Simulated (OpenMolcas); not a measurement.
**O: RASSCF and RASPT2 terms and fine-structure levels**

Which level of O lies lowest, and where do the others fall? The reference wave functions come first, then spin-orbit coupling, then second-order correlation under several settings.

Method: state-averaged RASSCF and RASPT2, spin-orbit coupling by RASSI with atomic mean-field integrals. Code: OpenMolcas 26.06.

## Step 1: The atom as given

* Species: O (oxygen, Z = 8, 8 electrons)
* Basis: ANO-R3 [4s4p2d1f], 33 functions
* Scalar Hamiltonian: X2C, finite nucleus
* Inactive shells: 1s 2s
* Active space: 4 electrons in 9 orbitals (RAS2 2p; RAS3 3s 3d, at most 1 electrons)
* Some configurations of this space: 2s2 2p3 3d, 2s2 2p3 3s, 2s2 2p4
* Orbitals: optimised for each spin and parity, averaged over the low roots

Outer shells as boxes (Hund's rule):

2s2 2p3 3d
```
2s [↑↓]
2p [↑ ][↑ ][↑ ]
3d [↑ ][  ][  ][  ][  ]
```

2s2 2p3 3s
```
2s [↑↓]
2p [↑ ][↑ ][↑ ]
3s [↑ ]
```

2s2 2p4
```
2s [↑↓]
2p [↑↓][↑ ][↑ ]
```

The work runs as a chain of OpenMolcas steps in one folder; each step below is one input file. Labels, J, g values, rates, χT and fits are worked out afterwards by a script from the matrices that RASSI stores.

## Step 2: One- and two-electron integrals

a.inp

```
&GATEWAY
Coord
1

O 0.0 0.0 0.0
Basis=ANO-R3
Group=XYZ
NoMove
AngMom=0.0 0.0 0.0
AMFI
&SEWARD
```

## Step 3: RASSCF: triplets of even parity, 3 roots

a.inp

```
&RASSCF
FileOrb=start.orb
Symmetry=1
Spin=3
nActEl=4 0 1
Inactive=2 0
Ras2=0 3
Ras3=6 0
CIRoot=3 3 1
SDav=3
CIMx=300
Iter=120 100
PrWF=0.3
OrbListing=Nothing
MaxOrb=0
Thrs=2.0e-7 1.0e-1 5.0e-4
Atom
>>> COPY $Project.JobIph JOB001
```

start.orb holds the contracted functions of the basis, ordered by shell, or the orbitals of the step before.

## Step 4: Reference wave functions, singlets of even parity, 6 roots

a.inp

```
&RASSCF
FileOrb=start.orb
Symmetry=1
Spin=1
nActEl=4 0 1
Inactive=2 0
Ras2=0 3
Ras3=6 0
CIRoot=6 6 1
SDav=6
CIMx=300
Iter=120 100
PrWF=0.3
OrbListing=Nothing
MaxOrb=0
Thrs=2.0e-7 1.0e-1 5.0e-4
Atom
>>> COPY $Project.JobIph JOB002
```

## Step 5: Reference wave functions, quintets of odd parity, 1 root

a.inp

```
&RASSCF
FileOrb=start.orb
Symmetry=2
Spin=5
nActEl=4 0 1
Inactive=2 0
Ras2=0 3
Ras3=6 0
CIRoot=1 1 1
SDav=6
CIMx=300
Iter=120 100
PrWF=0.3
OrbListing=Nothing
MaxOrb=0
Thrs=2.0e-7 1.0e-1 5.0e-4
Atom
>>> COPY $Project.JobIph JOB003
```

## Step 6: RASSCF: triplets of odd parity, 6 roots

a.inp

```
&RASSCF
FileOrb=start.orb
Symmetry=2
Spin=3
nActEl=4 0 1
Inactive=2 0
Ras2=0 3
Ras3=6 0
CIRoot=6 6 1
SDav=54
CIMx=300
Iter=120 100
PrWF=0.3
OrbListing=Nothing
MaxOrb=0
Thrs=2.0e-7 1.0e-1 5.0e-4
Atom
>>> COPY $Project.JobIph JOB004
```

## Step 7: Reference wave functions, singlets of odd parity, 5 roots

a.inp

```
&RASSCF
FileOrb=start.orb
Symmetry=2
Spin=1
nActEl=4 0 1
Inactive=2 0
Ras2=0 3
Ras3=6 0
CIRoot=5 5 1
SDav=48
CIMx=300
Iter=120 100
PrWF=0.3
OrbListing=Nothing
MaxOrb=0
Thrs=2.0e-7 1.0e-1 5.0e-4
Atom
>>> COPY $Project.JobIph JOB005
```

## Step 8: State interaction with spin-orbit coupling

a.inp

```
&RASSI
NrOfJobIphs=5 3 6 1 6 5
1 2 3
1 2 3 4 5 6
1
1 2 3 4 5 6
1 2 3 4 5
IphNames
JOB001
JOB002
JOB003
JOB004
JOB005
EJob
SpinOrbit
DIPRint=1.0
SOCoupling=1000.0
Subsets=2
MEES
Property=10
'ANGMOM' 1 'ANGMOM' 2 'ANGMOM' 3 'MLTPL  1' 1 'MLTPL  1' 2 'MLTPL  1' 3
'AMFI' 1 'AMFI' 2 'AMFI' 3 'MLTPL  2' 6
SOProperty=3
'ANGMOM' 1 'ANGMOM' 2 'ANGMOM' 3
```

## Step 9: CASPT2: IPEA 0.25, imaginary shift 0.1 (closed shells correlated: 1s 2s)

a.inp

```
>>> COPY JOB001 $Project.JobIph
&CASPT2
Multistate=3 1 2 3
Frozen=0 0
IPEA=0.25
Imaginary=0.1
MaxIter=60
WThr=0.0 0.3 0.05
PrWF=0.5
NoMix
>>> COPY JOB002 $Project.JobIph
&CASPT2
Multistate=6 1 2 3 4 5 6
Frozen=0 0
IPEA=0.25
Imaginary=0.1
MaxIter=60
WThr=0.0 0.3 0.05
PrWF=0.5
NoMix
>>> COPY JOB003 $Project.JobIph
&CASPT2
Multistate=1 1
Frozen=0 0
IPEA=0.25
Imaginary=0.1
MaxIter=60
WThr=0.0 0.3 0.05
PrWF=0.5
NoMix
>>> COPY JOB004 $Project.JobIph
&CASPT2
Multistate=6 1 2 3 4 5 6
Frozen=0 0
IPEA=0.25
Imaginary=0.1
MaxIter=60
WThr=0.0 0.3 0.05
PrWF=0.5
NoMix
>>> COPY JOB005 $Project.JobIph
&CASPT2
Multistate=5 1 2 3 4 5
Frozen=0 0
IPEA=0.25
Imaginary=0.1
MaxIter=60
WThr=0.0 0.3 0.05
PrWF=0.5
NoMix
```

## Step 10: CASPT2: IPEA 0.25, imaginary shift 0.3 (closed shells correlated: 1s 2s)

a.inp: that of step 9 with these lines changed.

```diff
@@ -5,3 +5,3 @@
 IPEA=0.25
-Imaginary=0.1
+Imaginary=0.3
 MaxIter=60
@@ -15,3 +15,3 @@
 IPEA=0.25
-Imaginary=0.1
+Imaginary=0.3
 MaxIter=60
@@ -25,3 +25,3 @@
 IPEA=0.25
-Imaginary=0.1
+Imaginary=0.3
 MaxIter=60
@@ -35,3 +35,3 @@
 IPEA=0.25
-Imaginary=0.1
+Imaginary=0.3
 MaxIter=60
@@ -45,3 +45,3 @@
 IPEA=0.25
-Imaginary=0.1
+Imaginary=0.3
 MaxIter=60
```

(Steps that only read results are left out.)

What does the calculation give? Wanted: lowest level; first excited level; lowest level of another term; spin-orbit lowering of the lowest level; strongest of the lines computed, by gA, at SS-RASPT2 energies.

The runs gave:

```
                                                     quantity                                                                        value
                                                       method  SS-RASPT2, IPEA 0.25, imaginary shift 0.1 (closed shells correlated: 1s 2s)
                                                 lowest level                                   2s2 2p4 3P2, 100 % of that term, g = 1.501
                                  ground level listed by NIST                                                                          3P2
                                          first excited level                                                      2s2 2p4 3P1 at 148 cm-1
                                 lowest level of another term                                                    2s2 2p4 1D2 at 15720 cm-1
                      spin-orbit lowering of the lowest level                                                                    74.5 cm-1
strongest of the lines computed, by gA, at SS-RASPT2 energies                   2s2 2p3 3s 3S* 1 → 2s2 2p4 3P2, 127.1 nm, A = 3.25e+08 s⁻¹
```

Cost and accuracy by method:

```
                                              method  time of its own steps  time with the reference  mean absolute difference from the measured levels (cm-1)
                                           A. RASSCF                   22 s                     22 s                                                      3400
B. SS-RASPT2, IPEA 0.25, imaginary shift 0.1, +1s 2s                  7.5 s                     30 s                                                     11000
C. SS-RASPT2, IPEA 0.25, imaginary shift 0.3, +1s 2s                  7.5 s                     30 s                                                     10000
```

Times are of one thread on a shared host.

In words: The multiplet 3P is inverted; its intervals divided by the larger J differ by 2 % of their mean, where Landé's rule for pure LS coupling makes them equal. Second-order correlation (method B) scales the levels of the lowest configuration above 5000 cm⁻¹ by 0.88. Method A lies closest to the measured levels (3400 cm⁻¹ on average) and B farthest (11000). Only the configurations of the active space and the roots asked for are present. Not all states of the active space went into the spin-orbit step. CASPT2 does not keep the components of a term degenerate, and the means are used. Reference weights range from 0.85 to 0.97, which points to intruder states or a small active space for some roots. With the s shell closed, the highest p terms come out too high. Levels of other configurations are missing from the list.
